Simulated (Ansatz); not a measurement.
Task: a point defect in a supercell of ScGa₃, space group Pm-3m, with Ansatz's Python interface. Give the script and its output. Settings (first run): PBEsol, PAW, the default cutoff (420 eV here), 2×2×3 k-points, Fermi-Dirac smearing of 0.1 eV.

```xyz
4
Lattice="4.0950 0.0000 0.0000 0.0000 4.0950 0.0000 0.0000 0.0000 4.0950" Properties=species:S:1:pos:R:3 pbc="T T T"
Sc    0.0000    0.0000    0.0000
Ga    0.0000    2.0475    2.0475
Ga    2.0475    0.0000    2.0475
Ga    2.0475    2.0475    0.0000
```

`scga3.py`
```python
"""Point defect (interstitial) in ScGa3."""

import ansatz as az
from ase import Atoms
import numpy as np

atoms = Atoms(
    ["Sc", "Ga", "Ga", "Ga"],
    scaled_positions=[
        [0.0, 0.0, 0.0],
        [0.0, 0.5, 0.5],
        [0.5, 0.0, 0.5],
        [0.5, 0.5, 0.0],
    ],
    cell=[
        [4.095, 0.0, 0.0],
        [0.0, 4.095, 0.0],
        [0.0, 0.0, 4.095],
    ],
    pbc=True,
)
scga3 = az.Crystal.from_ase(atoms)
host = scga3.supercell(2, 2, 1)
defective = host.interstitial("O", at=[0.0, 0.0, 0.5])

def settled(structure):
    return (
        structure.calculation()
        .occupations("fermi_dirac", width=0.1)
        .kpoints(2, 2, 3)
        .functional("pbesol")
        .band_table()
    )


perfect = settled(host).run(threads=1).report
calc = settled(defective).forces()
outcome = calc.run(threads=1)
rep = outcome.report

n_host, n_defect = len(perfect["lattice"]["sites"]), len(rep["lattice"]["sites"])
print(f"perfect cell: {n_host} atoms, F = {perfect['free_energy_ev']:.4f} eV")
print(f"defect cell:  {n_defect} atoms, F = {rep['free_energy_ev']:.4f} eV")
# chemical potentials are still to be added to this difference
print(f"difference {rep['free_energy_ev'] - perfect['free_energy_ev']:.4f} eV (no chemical potentials)")

for site in outcome.lattice.sites:
    print(f"{site.symbol:2s}", " ".join(f"{v:8.4f}" for v in site.position_ang))
```

```console
$ python scga3.py
DeckWarning: basis.ecutwfc = 420 eV, auto-derived from the records' recommended cutoffs: set by Sc (normal level)
perfect cell: 16 atoms, F = -53372.6002 eV
defect cell:  17 atoms, F = -53931.9472 eV
difference -559.3470 eV (no chemical potentials)
Sc   0.0000   0.0000   0.0000
Ga   0.0000   2.0475   2.0475
Ga   2.0475   0.0000   2.0475
Ga   2.0475   2.0475   0.0000
Sc   0.0000   4.0950   0.0000
Ga   0.0000   6.1425   2.0475
Ga   2.0475   4.0950   2.0475
Ga   2.0475   6.1425   0.0000
Sc   4.0950   0.0000   0.0000
Ga   4.0950   2.0475   2.0475
Ga   6.1425   0.0000   2.0475
Ga   6.1425   2.0475   0.0000
Sc   4.0950   4.0950   0.0000
Ga   4.0950   6.1425   2.0475
Ga   6.1425   4.0950   2.0475
Ga   6.1425   6.1425   0.0000
O    0.0000   0.0000   2.0475
```
(Warnings from the package without file and line.)

Caveats:
- Total energies depend on the potentials; only differences at equal settings carry meaning. A total without «per atom» is that of the cell as typed.
- The run is spin-unpolarised.
- For a metal this k-point mesh is coarse: on a finer one energies can move by several to tens of meV an atom and pressures by half a GPa or more, differences at one mesh by less.
- The atoms stand at ideal sites; relaxing them can change energy and levels by an eV or more.
- The difference holds no chemical potentials.
- Errors of mesh and smearing per atom add up over the supercell, so the energy can be off by tenths of an eV.
- The structure is a deposited one; some such entries were measured under pressure or heat, so a shift against it needn't be the functional's error alone.
- The supercell is small, so the defect meets its images and the energies aren't those of an isolated defect; a partly filled defect level may also lower its energy by spin or distortion. For a charged cell the difference holds no correction, alignment or term for the electrons' reservoir.
- Wall time of the script: 34 s on 1 thread of Arm Neoverse V2, on a shared host, peak memory 0.72 GiB.

(Lines on the test bed's own set-up are left out of the output.)
